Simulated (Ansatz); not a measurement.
# Cd2S in Ansatz: the effect of target pressure

The system is Cd2S.

```
CELL_PARAMETERS angstrom
3.96267 0.00000 0.00000
-1.98134 3.43177 0.00000
0.00000 0.00000 5.80919
ATOMIC_POSITIONS crystal
Cd 0.33333 0.66667 0.93272
Cd 0.66667 0.33333 0.57873
S 0.33333 0.66667 0.36571
```

The cell comes from a database or a generator and needn't be the stable form of this composition.

Alike in all runs:

```yaml
Program: Ansatz 0.2.0
Task: relaxation of cell and atoms
Functional: PBE
Potentials_or_basis: Ansatz PAW
Cutoff: "420 eV (not typed: the program's choice for these potentials)"
k_mesh: 8 × 8 × 5
Occupations: fermi-dirac, width 0.05 eV
Spin: no spin polarisation
```

Each run relaxes the cell or the atoms first.

```tsv
target pressure	relaxed volume (Å³/atom)	gap on the mesh (eV)
0 GPa	26.32	0.23
2 GPa	24.95	0.19
5 GPa	23.42	0.18
10 GPa	?	?
20 GPa	19.17	none
30 GPa	17.55	none
```

Question: What does the run with target pressure 10 GPa give?

Answer: Relaxed volume 21.61 Å³/atom; gap on the mesh 0.16 eV.

Worked out: In Murnaghan's law V^(-B') rises as a straight line in P. The other rows fit best with B' = 3.3, V0 = 26.31 Å³/atom and B0 = 35 GPa, which gives 21.55 Å³/atom at 10 GPa, against the run's 21.61.

Caveats: the plane-wave basis is chosen anew once the cell has moved, so the energies of steps on either side of that aren't comparable; odd divisions of the mesh miss points on the zone boundary, where band edges often lie, so the gap on the mesh can be too wide (some runs); the volume moved by over 15 % at a fixed basis, so the end points are rough (some runs).

A k mesh can miss the band edges.

A gap of «none» marks a metal or a gap under the smearing width.
